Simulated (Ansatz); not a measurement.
ScZn, space group Pm-3m: an equation of state with a fit, run with Ansatz's Python interface.

Script `eos.py`:
```python
"""Energy against volume for ScZn, with a fit."""

import logging
import sys
import warnings

import ansatz as az
from ase.eos import EquationOfState
from ase.units import GPa
import numpy as np

logging.basicConfig(stream=sys.stdout, format="%(name)s: %(message)s")
logger = logging.getLogger("ansatz_job")
logger.setLevel(logging.INFO)

vectors0 = np.array([
    [3.35, 0.0, 0.0],
    [0.0, 3.35, 0.0],
    [0.0, 0.0, 3.35],
])
sites = [
    ("Sc", (0.0, 0.0, 0.0)),
    ("Zn", (0.5, 0.5, 0.5)),
]


def on_lattice(cell):
    crystal = az.Crystal(lattice=az.Lattice.of(cell))
    for symbol, position in sites:
        crystal = crystal.atom(symbol, position)
    return crystal

warnings.simplefilter("ignore", az.DeckWarning)

# scale the volume, keep shape and fractions
volumes, energies = [], []
for scale in np.linspace(0.88, 1.12, 7):
    cell = vectors0 * scale ** (1 / 3)
    calculation = (
        on_lattice(cell).calculation()
        .functional("lda")
        .pseudopotentials("paw")
        .occupations("fermi_dirac", width=0.15)
        .basis(500)
        .kpoints(7, 7, 7)
    )
    r = calculation.run().report
    volumes.append(abs(np.linalg.det(cell)) / len(sites))
    energies.append(r["free_energy_ev"] / len(sites))
    logger.info(f"V = {volumes[-1]:8.4f} A^3/atom  F = {energies[-1]:.5f} eV/atom")

eos = EquationOfState(volumes, energies, eos="birchmurnaghan")
v0, e0, bulk = eos.fit()
logger.info(f"V0 = {v0:.4f} A^3/atom, E0 = {e0:.5f} eV/atom, B = {bulk / GPa:.1f} GPa")
```

Estimate the equilibrium volume and the bulk modulus.

A third-order Birch-Murnaghan fit through the 7 points has its minimum at 17.27 Å³ an atom, 8.1 % below the typed cell, with a bulk modulus of 91 GPa and dB/dP = 4.3. From that minimum the energy rises by 9.4 meV an atom on the compressed side and 165.7 meV on the expanded side. The window is off centre, so dB/dP is rough.

The output:

`python eos.py` gives:
```text
ansatz_job: V =  16.5420 A^3/atom  F = -2668.06481 eV/atom
ansatz_job: V =  17.2939 A^3/atom  F = -2668.07421 eV/atom
ansatz_job: V =  18.0458 A^3/atom  F = -2668.06509 eV/atom
ansatz_job: V =  18.7977 A^3/atom  F = -2668.04121 eV/atom
ansatz_job: V =  19.5496 A^3/atom  F = -2668.00562 eV/atom
ansatz_job: V =  20.3015 A^3/atom  F = -2667.96073 eV/atom
ansatz_job: V =  21.0534 A^3/atom  F = -2667.90854 eV/atom
ansatz_job: V0 = 17.2706 A^3/atom, E0 = -2668.07423 eV/atom, B = 91.1 GPa
```

Reading the output:
- Total energies depend on the potentials; only differences at equal settings carry meaning.
- For a metal this k-point mesh is coarse: on a finer one energies can move by several to tens of meV an atom and pressures by half a GPa or more, differences at one mesh by less.
- The smearing is wide enough that free energy and stress hold a thermal part of the electrons.
- The structure is a deposited one; some such entries were measured under pressure or heat, so a shift against it needn't be the functional's error alone.
- The whole script took 6.2 s on 1 thread of Arm Neoverse V2, on a shared host, peak memory 0.37 GiB.

(Lines on the test bed's own set-up are left out of the output.)
